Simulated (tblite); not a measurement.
# C2H9NSSi3: the cost of one run

Programs: tblite 0.8.0 and PySCF 2.14.0, with density-fitted response routines of our own. Each step states its level of theory. These are calculated values for one molecule in the gas phase, unless marked as measured. Atoms count from 0, in the outputs and in this text.

## Step 1: The molecule as given

16 atoms, charge 0, multiplicity 1; geometry from: force field or distance geometry start.

Bonds of the start (Å): C0–S1 1.81, S1–Si2 2.14, Si2–Si3 2.29, Si3–Si4 2.29, Si4–C5 1.88, C5–N6 1.16, C0–H7 1.10, C0–H8 1.09, C0–H9 1.08, Si2–H10 1.48, Si2–H11 1.48, Si3–H12 1.48, Si3–H13 1.50, Si4–H14 1.49, Si4–H15 1.49.

## Step 2: Geometry optimisation with GFN2-xTB

What the job is given:

```
{"job": {"kind": "relax", "xc": "GFN2-xTB", "basis": "xTB"}, "charge": 0, "multiplicity": 1}
C      3.176900     0.856600     0.549800
S      1.583400     0.293700     1.205900
Si     0.723400    -0.774700    -0.434000
Si    -1.371400    -1.551500     0.081800
Si    -2.617500     0.316800     0.529500
C     -2.471300     1.425100    -0.978900
N     -2.354100     2.095700    -1.923900
H      3.708200     1.423900     1.328000
H      3.016800     1.516700    -0.305800
H      3.785500     0.010900     0.252200
H      1.628300    -1.889400    -0.784200
H      0.656500     0.155600    -1.588700
H     -1.959300    -2.329200    -1.036000
H     -1.334200    -2.469000     1.271500
H     -2.141900     1.002500     1.762700
H     -4.037000    -0.074800     0.776900
```

Command:

```
OMP_NUM_THREADS=1 python probes_run.py task.json out
```

One launch serves the whole session: the jobs run in the order shown.

**Question.** How long does this first job take on 1 thread of Intel Xeon at 2.50GHz, shared host, and how much memory does it need?

About 2 s, with a peak of 0.18 GiB.
